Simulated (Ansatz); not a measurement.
# ZrAl2Te4, relaxed, part 2 of 2

Wanted: the geometry at rest of ZrAl2Te4 (a borrowed structure type, volume estimated), relaxing cell and atoms at 20 GPa, and its electronic structure there.

Ansatz 0.2.0; DFT, r2SCAN, no spin polarisation, plane waves, PAW. Relaxing cell and atoms at 20 GPa.

## Step 3: More of the same log

Output, continued:

```text
SCF iter   1: F=-33255.149544 eV  HF=-33255.149292 eV  |F-HF|=2.52e-4  |Δ(HF+E_count)|=         —  Δρ=1.88e-4  dr2=7.37e-5  dr2_τ=3.60e-4  ethr=8.82e-8  ⟨swp⟩=3.2  Hψ=5325  notcnv=0
preconditioner: auto → Kerker (q_TF=auto, 2.414 Å⁻¹)  [metal: Δε(μ)=0.051 eV  Ē_g=8.792 eV  σ=0.134 eV  W_gap=0.09  n_scr=36 (ndim 8)  ℏωp=16.6 eV  f_vac=0.000  D(μ)=4.97/eV (n_scr^D=36)]
SCF iter   2: F=-33255.149597 eV  HF=-33255.149595 eV  |F-HF|=2.20e-6  |Δ(HF+E_count)|=   3.03e-4  Δρ=1.11e-4  dr2=1.69e-5  dr2_τ=9.19e-7  ethr=8.82e-8  ⟨swp⟩=2.0  Hψ=2037  notcnv=0
SCF iter   3: F=-33255.149596 eV  HF=-33255.149595 eV  |F-HF|=9.64e-7  |Δ(HF+E_count)|=   4.19e-7  Δρ=3.94e-5  dr2=2.40e-6  dr2_τ=1.82e-7  ethr=2.06e-8  ⟨swp⟩=2.4  Hψ=1455  notcnv=0
SCF iter   4: F=-33255.149551 eV  HF=-33255.149551 eV  |F-HF|=6.26e-8  |Δ(HF+E_count)|=   4.42e-5  Δρ=9.48e-6  dr2=2.00e-7  dr2_τ=1.29e-8  ethr=2.93e-9  ⟨swp⟩=2.0  Hψ=1461  notcnv=0
SCF iter   5: F=-33255.149551 eV  HF=-33255.149551 eV  |F-HF|=3.60e-9  |Δ(HF+E_count)|=   1.20e-7  Δρ=3.69e-6  dr2=2.94e-8  dr2_τ=1.07e-9  ethr=2.44e-10  ⟨swp⟩=2.0  Hψ=1482  notcnv=0
SCF iter   6: F=-33255.149551 eV  HF=-33255.149551 eV  |F-HF|=6.55e-11  |Δ(HF+E_count)|=   1.02e-8  Δρ=9.74e-7  dr2=2.95e-9  dr2_τ=4.24e-11  ethr=1.41e-11  ⟨swp⟩=10.7  Hψ=7200  notcnv=0
SCF 7 converged in 6 iterations: F = -33255.149551 eV  dr2 = 2.95e-9
relax step   7: F+E_penalty+E_count = -33255.14955098 eV  Δ(F+E_penalty+E_count) = +5.008e-3 eV  max|allowed force component| = 7.626e-3 eV/Å  Δτ_max = 0.0029 Å  P = +19.996 GPa  Ω = 170.942 Å³  energy of the carried Pulay correction = +5.496e-3 eV  (6 SCF iters, dr2 threshold 1.15e-8 eV, accepted)
Crystal: 7 atoms, lattice volume = 170.930 Å³
iter 1 solved again at ethr=1.06e-8 eV; its pass at ethr=3.10e-3 eV (dr2=8.67e-6 eV) is discarded
SCF iter   1: F=-33255.148129 eV  HF=-33255.148105 eV  |F-HF|=2.40e-5  |Δ(HF+E_count)|=         —  Δρ=7.02e-5  dr2=9.42e-6  dr2_τ=2.87e-5  ethr=1.06e-8  ⟨swp⟩=3.0  Hψ=5267  notcnv=0
preconditioner: auto → Kerker (q_TF=auto, 2.414 Å⁻¹)  [metal: Δε(μ)=0.052 eV  Ē_g=8.793 eV  σ=0.134 eV  W_gap=0.10  n_scr=36 (ndim 8)  ℏωp=16.6 eV  f_vac=0.000  D(μ)=4.97/eV (n_scr^D=36)]
SCF iter   2: F=-33255.148136 eV  HF=-33255.148136 eV  |F-HF|=1.43e-7  |Δ(HF+E_count)|=   3.10e-5  Δρ=4.16e-5  dr2=3.02e-6  dr2_τ=1.06e-7  ethr=1.06e-8  ⟨swp⟩=2.0  Hψ=2052  notcnv=0
SCF iter   3: F=-33255.148092 eV  HF=-33255.148092 eV  |F-HF|=9.63e-8  |Δ(HF+E_count)|=   4.47e-5  Δρ=1.45e-5  dr2=3.83e-7  dr2_τ=3.61e-8  ethr=3.68e-9  ⟨swp⟩=2.0  Hψ=1317  notcnv=0
SCF iter   4: F=-33255.148092 eV  HF=-33255.148092 eV  |F-HF|=1.15e-8  |Δ(HF+E_count)|=   1.99e-7  Δρ=4.14e-6  dr2=3.46e-8  dr2_τ=2.13e-9  ethr=4.67e-10  ⟨swp⟩=2.0  Hψ=1466  notcnv=0
SCF iter   5: F=-33255.148092 eV  HF=-33255.148092 eV  |F-HF|=1.19e-9  |Δ(HF+E_count)|=   2.06e-8  Δρ=1.72e-6  dr2=5.79e-9  dr2_τ=2.66e-10  ethr=4.22e-11  ⟨swp⟩=2.0  Hψ=1490  notcnv=0
SCF iter   6: F=-33255.148092 eV  HF=-33255.148092 eV  |F-HF|=3.64e-11  |Δ(HF+E_count)|=   2.34e-9  Δρ=4.78e-7  dr2=7.21e-10  dr2_τ=1.97e-11  ethr=7.06e-12  ⟨swp⟩=2.0  Hψ=1954  notcnv=0
SCF iter   7: F=-33255.148092 eV  HF=-33255.148092 eV  |F-HF|=1.46e-11  |Δ(HF+E_count)|=  1.67e-10  Δρ=1.62e-7  dr2=9.63e-11  dr2_τ=1.62e-12  ethr=1.00e-12  ⟨swp⟩=2.0  Hψ=1358  notcnv=0
SCF iter   8: F=-33255.148092 eV  HF=-33255.148092 eV  |F-HF|=7.28e-12  |Δ(HF+E_count)|=  2.18e-11  Δρ=4.57e-8  dr2=8.24e-12  dr2_τ=1.32e-13  ethr=1.00e-12  ⟨swp⟩=6.5  Hψ=5152  notcnv=0
SCF 8 converged in 8 iterations: F = -33255.148092 eV  dr2 = 8.24e-12
relax step   8: F+E_penalty+E_count = -33255.14809194 eV  Δ(F+E_penalty+E_count) = +1.459e-3 eV  max|allowed force component| = 1.012e-2 eV/Å  Δτ_max = 0.0005 Å  P = +19.994 GPa  Ω = 170.930 Å³  energy of the carried Pulay correction = +5.498e-3 eV  (8 SCF iters, accepted)
Crystal: 7 atoms, lattice volume = 170.919 Å³
Basis set: ecut = 500 eV, 4301 PW (Γ), exchange–correlation on 180×180×216 points (64 copies of the dense FFT grid, shifted against one another)
iter 1 solved again at ethr=2.69e-8 eV; its pass at ethr=3.10e-3 eV (dr2=2.21e-5 eV) is discarded
SCF iter   1: F=-33255.146804 eV  HF=-33255.146707 eV  |F-HF|=9.69e-5  |Δ(HF+E_count)|=         —  Δρ=1.37e-4  dr2=2.59e-5  dr2_τ=8.80e-5  ethr=2.69e-8  ⟨swp⟩=3.1  Hψ=5491  notcnv=0
preconditioner: auto → Kerker (q_TF=auto, 2.414 Å⁻¹)  [metal: Δε(μ)=0.055 eV  Ē_g=8.793 eV  σ=0.134 eV  W_gap=0.10  n_scr=36 (ndim 8)  ℏωp=16.6 eV  f_vac=0.000  D(μ)=4.97/eV (n_scr^D=36)]
SCF iter   2: F=-33255.146821 eV  HF=-33255.146820 eV  |F-HF|=1.25e-6  |Δ(HF+E_count)|=   1.13e-4  Δρ=7.98e-5  dr2=9.82e-6  dr2_τ=3.38e-7  ethr=2.69e-8  ⟨swp⟩=2.0  Hψ=2069  notcnv=0
SCF iter   3: F=-33255.146818 eV  HF=-33255.146817 eV  |F-HF|=5.23e-7  |Δ(HF+E_count)|=   2.52e-6  Δρ=2.97e-5  dr2=1.47e-6  dr2_τ=1.43e-7  ethr=1.20e-8  ⟨swp⟩=2.0  Hψ=1426  notcnv=0
SCF iter   4: F=-33255.146778 eV  HF=-33255.146778 eV  |F-HF|=5.72e-8  |Δ(HF+E_count)|=   3.93e-5  Δρ=8.85e-6  dr2=1.25e-7  dr2_τ=4.31e-9  ethr=1.80e-9  ⟨swp⟩=2.0  Hψ=1469  notcnv=0
SCF iter   5: F=-33255.146778 eV  HF=-33255.146778 eV  |F-HF|=3.19e-9  |Δ(HF+E_count)|=   7.88e-8  Δρ=3.64e-6  dr2=2.75e-8  dr2_τ=1.64e-9  ethr=1.52e-10  ⟨swp⟩=2.0  Hψ=1970  notcnv=0
SCF iter   6: F=-33255.146778 eV  HF=-33255.146778 eV  |F-HF|=2.55e-10  |Δ(HF+E_count)|=   9.68e-9  Δρ=1.39e-6  dr2=5.07e-9  dr2_τ=1.80e-10  ethr=3.35e-11  ⟨swp⟩=2.0  Hψ=1483  notcnv=0
SCF iter   7: F=-33255.146778 eV  HF=-33255.146778 eV  |F-HF|=1.60e-10  |Δ(HF+E_count)|=  9.90e-10  Δρ=5.12e-7  dr2=8.17e-10  dr2_τ=1.71e-11  ethr=6.19e-12  ⟨swp⟩=2.0  Hψ=1467  notcnv=0
SCF iter   8: F=-33255.146778 eV  HF=-33255.146778 eV  |F-HF|=2.18e-11  |Δ(HF+E_count)|=  6.55e-11  Δρ=1.43e-7  dr2=6.32e-11  dr2_τ=1.34e-12  ethr=1.00e-12  ⟨swp⟩=5.0  Hψ=5661  notcnv=0
SCF 9 converged in 8 iterations: F = -33255.146778 eV  dr2 = 6.32e-11
relax step   9: F+E_penalty+E_count = -33255.14677815 eV  Δ(F+E_penalty+E_count) = +1.314e-3 eV  max|allowed force component| = 8.505e-3 eV/Å  Δτ_max = 0.0002 Å  P = +19.984 GPa  Ω = 170.919 Å³  energy of the carried Pulay correction = +5.499e-3 eV  (8 SCF iters, accepted)
Initial wavefunctions: pseudopotential atomic-orbital guess (no wavefunctions were taken with the density)
iter 1 solved again at ethr=1.83e-7 eV; its pass at ethr=3.10e-3 eV (dr2=1.50e-4 eV) is discarded
SCF iter   1: F=-33255.142853 eV  HF=-33255.142821 eV  |F-HF|=3.13e-5  |Δ(HF+E_count)|=         —  Δρ=1.85e-4  dr2=5.45e-6  dr2_τ=6.94e-5  ethr=1.83e-7  ⟨swp⟩=3.3  Hψ=7316  notcnv=0
SCF iter   2: F=-33255.142813 eV  HF=-33255.142807 eV  |F-HF|=5.65e-6  |Δ(HF+E_count)|=   1.42e-5  Δρ=9.72e-5  dr2=1.72e-6  dr2_τ=2.59e-6  ethr=6.65e-9  ⟨swp⟩=2.0  Hψ=1949  notcnv=0
SCF iter   3: F=-33255.142813 eV  HF=-33255.142813 eV  |F-HF|=8.21e-9  |Δ(HF+E_count)|=   5.95e-6  Δρ=9.87e-6  dr2=7.88e-8  dr2_τ=5.96e-8  ethr=2.09e-9  ⟨swp⟩=2.0  Hψ=1946  notcnv=0
SCF iter   4: F=-33255.142813 eV  HF=-33255.142813 eV  |F-HF|=2.91e-11  |Δ(HF+E_count)|=   5.15e-8  Δρ=2.03e-6  dr2=6.35e-9  dr2_τ=4.78e-10  ethr=9.61e-11  ⟨swp⟩=2.0  Hψ=1535  notcnv=0
SCF iter   5: F=-33255.142813 eV  HF=-33255.142813 eV  |F-HF|=1.24e-10  |Δ(HF+E_count)|=   2.76e-9  Δρ=4.03e-7  dr2=3.82e-10  dr2_τ=1.69e-11  ethr=7.74e-12  ⟨swp⟩=2.0  Hψ=1983  notcnv=0
SCF iter   6: F=-33255.142813 eV  HF=-33255.142813 eV  |F-HF|=2.18e-11  |Δ(HF+E_count)|=  5.09e-11  Δρ=9.09e-8  dr2=2.32e-11  dr2_τ=6.93e-13  ethr=1.00e-12  ⟨swp⟩=9.0  Hψ=5565  notcnv=0
SCF 10 converged in 6 iterations: F = -33255.142813 eV  dr2 = 2.32e-11
relax step  10: F+E_penalty+E_count = -33255.14281311 eV  Δ(F+E_penalty+E_count) = +3.965e-3 eV  max|allowed force component| = 8.357e-3 eV/Å  Δτ_max = 0.0000 Å  P = +19.974 GPa  Ω = 170.919 Å³  stress off target by 3.11e-2 GPa  SCF on the basis re-selected at this cell (its energy is not comparable with the rows above)  (6 SCF iters)
basis re-selected at this cell: Δ(F+E_penalty+E_count) = +3.965e-3 eV, ΔP = -0.010 GPa vs the last step (what re-selecting the basis moved, of the pressure what is left beyond the Pulay correction that the steps carried, after the strain that the cell walked since its last selection, with what the two solves' SCF thresholds leave and, on support functions, any second-order correction that the steps lacked; it is no measure of the basis error at this ecutwfc). This SCF's stress stands 3.11e-2 GPa from its target on what of the cell is left free (relax.cell.stress_tol is 5.00e-2 GPa) and its largest allowed force component is 8.36e-3 eV/Å (relax.f_tol is 3.00e-2 eV/Å): within both
SCF converged after 6 iterations
Free energy (F): -33255.142813 eV
Harris-Foulkes:  -33255.142813 eV  (|F-HF|=2.18e-11)
Internal energy: -33254.861243 eV  (E = F + TS)
E sigma→0 (E₀):  -33255.002028 eV
Entropy (-TS):   -0.281570 eV (-40.224 meV/atom)
Fermi energy:    11.829589 eV
--- Per-component energies (eV) ---
  E_band       = -1075.470158
  E_kinetic    = 1124.310088
  E_local      = -5893.537939  (includes V_loc(G=0)·N_el)
  E_nonlocal   = -1136.340154
  E_hartree    = 3588.866141
  E_xc         = -699.232948
  E_vxc        = -732.220746  (∫ρ·V_xc dr)
  E_paw        = -22666.161906  (= ΣΔE_a)
  E_vpaw       = -1657.515322  (= ΣTr[D̂ρ^β])
  E_aug_tail   = -0.000144  (compensation charges beyond the density's cutoff)
  E_vtau       = 42.101501  (kinetic-family band-sum trace: ∫τ·v_τ [+ j·A + Jᵃ·Aᵃ] dr)
  E_ewald      = -7573.618846
  E_core_change = 0.854464  (= ΣΔE_core)
  E_smearing   = -0.281570  (= −TS)
  E_closure    = 0.000000  (closes the sum)
  Σ components = -33255.142813   (vs F -33255.142813, Δ=0.00e0)
--- Forces (eV/Å), atoms counted from 1 ---
  atom   1  Al    -0.00000000     0.00000000     0.00000000
  atom   2  Zr     0.00000000    -0.00000000    -0.00000000
  atom   3  Al     0.00000000    -0.00000000    -0.00000000
  atom   4  Te     0.00038078     0.00835656    -0.00154701
  atom   5  Te     0.00835656    -0.00038078     0.00154701
  atom   6  Te    -0.00038078    -0.00835656    -0.00154701
  atom   7  Te    -0.00835656     0.00038078     0.00154701
  max |Σ_I F_I| component: 5.03e-17 eV/Å
--- Stress (GPa, compression-positive) ---
       19.968933       0.000002       0.000000
       -0.000002      19.968933       0.000000
        0.000000       0.000000      19.984337
  P = ⅓ Tr σ = 19.9741 GPa (199.741 kbar)
--- Band table (eV; the first three rows and the last of 21) ---
  k-point 0: bands = ["-39.4496", "-26.9521", "-26.9517", "-26.9382", "-26.9382", "-26.9245", "-26.9201", "-26.9192", "-26.9192", "-26.8756", "-26.8618", "-26.8590", "-26.8590", "-26.8572", "-26.8564", "-26.8564", "-26.8549", "-26.8388", "-26.8375", "-26.8364", "-26.8364", "-16.9605", "-16.9605", "-16.9141", "-3.3876", "-0.8512", "-0.7129", "-0.7129", "3.5740", "4.3404", "5.7154", "6.2329", "6.5790", "6.5790", "6.7805", "7.9760", "7.9760", "9.5465", "9.6592", "9.6592", "10.7617", "11.1831", "12.8496", "12.8496", "12.9708", "13.5416", "14.5953", "15.1907", "15.3627", "15.3627", "16.4674"]
  k-point 1: bands = ["-39.4496", "-26.9526", "-26.9514", "-26.9380", "-26.9380", "-26.9249", "-26.9195", "-26.9194", "-26.9194", "-26.8737", "-26.8619", "-26.8593", "-26.8593", "-26.8579", "-26.8559", "-26.8559", "-26.8555", "-26.8396", "-26.8372", "-26.8366", "-26.8366", "-16.9605", "-16.9605", "-16.9143", "-3.2500", "-1.1799", "-0.7168", "-0.7168", "3.8561", "4.2760", "5.5586", "6.6081", "6.7664", "6.7664", "7.1233", "7.8332", "7.8332", "8.9235", "9.7123", "9.7123", "10.9393", "11.5331", "12.2363", "12.2363", "12.3531", "13.3665", "14.1467", "15.3167", "16.0772", "16.0772", "16.1649"]
  k-point 2: bands = ["-39.4496", "-26.9530", "-26.9514", "-26.9378", "-26.9378", "-26.9254", "-26.9196", "-26.9196", "-26.9186", "-26.8691", "-26.8631", "-26.8600", "-26.8597", "-26.8597", "-26.8560", "-26.8553", "-26.8553", "-26.8409", "-26.8369", "-26.8369", "-26.8367", "-16.9605", "-16.9605", "-16.9145", "-2.9206", "-1.7683", "-0.7230", "-0.7230", "3.8418", "4.4878", "5.9400", "7.0621", "7.1546", "7.1546", "7.5629", "7.6655", "7.6655", "7.9435", "9.4292", "9.4292", "11.0669", "11.3657", "11.9682", "11.9682", "12.3313", "13.0805", "13.4674", "15.2639", "15.2639", "15.5079", "15.8413"]
  k-point 20: bands = ["-39.4496", "-26.9505", "-26.9481", "-26.9403", "-26.9394", "-26.9261", "-26.9197", "-26.9194", "-26.9188", "-26.8748", "-26.8626", "-26.8622", "-26.8604", "-26.8578", "-26.8565", "-26.8532", "-26.8500", "-26.8402", "-26.8392", "-26.8388", "-26.8344", "-16.9624", "-16.9622", "-16.9135", "-2.2559", "-1.5368", "-1.3294", "-1.1595", "3.7196", "3.9918", "5.1105", "5.6710", "6.3646", "7.6216", "8.2430", "8.4879", "8.7384", "8.7935", "9.3536", "9.6206", "11.6243", "12.3837", "12.7480", "12.8782", "13.3722", "13.9258", "14.5966", "14.9389", "15.1222", "15.4565", "16.1166"]
--- Relaxed structure (9 steps of the walk, 9 accepted, 1 SCFs on fresh bases) ---
  F+E_penalty+E_count = -33255.14281311 eV   max|allowed force component| = 8.357e-3 eV/Å   (the final SCF, on the basis selected at the relaxed cell)
  cell:  # Å, volume = 170.9190 Å³
    - [-2.6214068843323576e-33, 5.499101758067856, -6.049014235420967e-32]
    - [5.499101758067856, 9.259037305865399e-34, -4.0964843239876164e-32]
    - [2.749550879033928, 2.749550879033928, -5.6520622125062]
  atoms:
    - { symbol: Al, position: [0.5, 0.5, -8.3371827832281e-20] }
    - { symbol: Zr, position: [2.620366341201204e-20, 6.3620433327451505e-19, -8.3371827832281e-20] }
    - { symbol: Al, position: [0.75, 0.24999999999999994, 0.5000000000000001] }
    - { symbol: Te, position: [0.3743321719551856, 0.44989839918535884, 0.704672170381419] }
    - { symbol: Te, position: [0.5501016008146412, 0.07900434233660478, 0.2953278296185811] }
    - { symbol: Te, position: [0.9209956576633953, 0.8454294304332219, 0.704672170381419] }
    - { symbol: Te, position: [0.1545705695667778, 0.6256678280448144, 0.2953278296185811] }
--- Löwdin populations: 7 sites ---
  site symbol       q [e]
     0     Al      3.0164
     1     Zr     11.7167
     2     Al      3.0137
     3     Te     15.9426
     4     Te     15.9426
     5     Te     15.9426
     6     Te     15.9426
  spilling = 0.005890 (of n_electrons = 82.000000)
--- Bader charges: 7 sites ---
  site symbol  charge [e]  shift [e]
     0     Al      2.0023     0.0009
     1     Zr      1.3982     0.0012
     2     Al      1.9683     0.0012
     3     Te     -1.3423     0.0002
     4     Te     -1.3422     0.0002
     5     Te     -1.3422     0.0002
     6     Te     -1.3422     0.0002
  estimated error of the sums over rays = 7.4e-4 e
```

It took 5.6 min on 2 threads of Intel Xeon Platinum 8259CL at 2.50GHz (Skylake/Cascade Lake), shared host; peak memory 1.1 GiB.

Step by step:

```tsv
step	energy from step 1 (eV/cell)	largest force component (eV/Å)	pressure (GPa)	volume (Å³)
1	0.0000	1.4460	9.83	213.44
2	0.4537	0.8919	14.51	190.98
3	1.7686	0.5460	21.22	171.64
4	2.0663	0.3361	21.00	168.80
5	1.7534	0.0699	20.02	171.10
6	1.7663	0.0179	20.02	170.98
7	1.7713	0.0076	20.00	170.94
8	1.7728	0.0101	19.99	170.93
9	1.7741	0.0085	19.98	170.92
10	1.7781	0.0084	19.97	170.92
```

Step 1 is the start. Step 10 repeats the geometry before on a plane-wave basis chosen anew for that cell, so the energy can jump there without any move; the table keeps such jumps.

| input's cell | before | after | change |
| --- | --- | --- | --- |
| a (Å) | 5.940 | 5.499 | -7.4 % |
| b (Å) | 5.940 | 5.499 | -7.4 % |
| c (Å) | 7.365 | 6.860 | -6.8 % |
| α (°) | 66.22 | 66.37 | +0.16° |
| β (°) | 66.22 | 66.37 | +0.16° |
| volume (Å³/atom) | 30.49 | 24.42 | -19.9 % |

The largest move, 0.41 Å, apart from the change of the cell, is shared by several atoms, Te6 among them.

With a target pressure of 20 GPa the walk minimises the enthalpy, not the energy.

## Step 4: States by energy

Counts of states in windows (eV from the Fermi level; tetrahedra), total and projected:

```tsv
from	to	total	Al s	Al p	Te p	Zr d
-4.5	-4.0	1.80	0.05	0.22	1.29	0.15
-4.0	-3.5	2.79	0.05	0.38	1.93	0.26
-3.5	-3.0	2.52	0.03	0.24	1.75	0.28
-3.0	-2.5	2.30	0.03	0.20	1.57	0.28
-2.5	-2.0	2.45	0.02	0.15	1.72	0.37
-2.0	-1.5	0.00	0.00	0.00	0.00	0.00
-1.5	-1.0	0.00	0.00	0.00	0.00	0.00
-1.0	-0.5	0.14	0.01	0.02	0.02	0.07
-0.5	0.0	1.40	0.11	0.20	0.14	0.78
0.0	0.5	3.09	0.16	0.43	0.39	1.71
0.5	1.0	2.72	0.11	0.35	0.45	1.45
1.0	1.5	2.40	0.09	0.26	0.51	1.21
1.5	2.0	0.75	0.12	0.13	0.18	0.18
```

## Step 5: Charges

By element, from the tables in the log (a charge is positive for electrons lost): Löwdin charges also hold the electrons that the projection spills.

```tsv
element	atoms	Bader charge (e)	Bader volume (Å³)	Löwdin charge (e)
Al	2	+1.97 to +2.00	7.0 to 7.5	-0.02 to -0.01
Zr	1	+1.40	17.4	+0.28
Te	4	-1.34	34.8	+0.06
```

The Löwdin projection spills 0.6 % of the electrons and depends on the orbitals chosen; where it disagrees with Bader's partition, neither is an observable.

## Step 6: Fields in real space

Maps in the plane spanned by a and b at height 0.000 along c (axes of the input's cell), one cell: a runs left to right (17 points from zero), b bottom to top (17 points), 90° apart. Near the nuclei they are pseudo-fields.

Valence density. Ten steps from '0' (0.03 e/Å³) to '9' (4.02 e/Å³), finer at the low end (step k begins (100^(k/10) - 1)/99 of the way up):
```
99853210000113589
98643211000122468
65433222111122345
33222222222222333
11222333333332222
11112333333332211
00012333223332210
00012332112332100
00012332112332100
00122333223332100
11122333333332111
12222333333332221
33332222222222223
65432211112223345
98642210001123468
99853110000123589
99963110000113699
```

ELF. Ten even steps from '0' (0.03) to '9' (0.81):
```
59931221000110499
99611331000121169
54114543111343113
00135664323455411
11245676445666532
11134676335776432
00013552002664311
00012430000343100
00013430000342100
01134662002553100
12346775336764311
12356665446765421
01145543234665310
53113431113454114
99611210001331169
59940110001221399
05950110000110595
```

Atoms within 0.2 Å of the plane, in fractions of a and b: Al at (0.50, 0.50), Zr at (0.00, 0.00).

## Step 7: Summary of results

This closing draws on all 2 parts.

| quantity | value |
| --- | --- |
| moves | 8 |
| largest move | 0.41 Å (Te) |
| space group (0.01 Å), before / after | I-4 / I-4 |
| cell | a = 5.499 Å, b = 5.499 Å, c = 6.860 Å, α = 66.37°, β = 66.37°, γ = 90.00° |
| volume | 24.42 Å³/atom (-19.9 %) |
| pressure at the end | 19.97 GPa |
| character | metal |
| density of states, mean within 0.25 eV of the Fermi level | 5.2 per eV per cell |
| Bader charges | Al +1.97 to +2.00, Zr +1.40, Te -1.34 e |

The volume shrank by 19.9 %, and the largest move of an atom is 0.41 Å apart from the change of the cell. The run held to 4 symmetry operations, so a lower structure without them is not ruled out. The cell is metallic; within 0.25 eV of the Fermi level the density of states averages 5.2 per eV per cell, mostly Zr d (56 %) and Al p (14 %). Al loses most charge (+1.99 e on average) and Te gains most (-1.34 e).
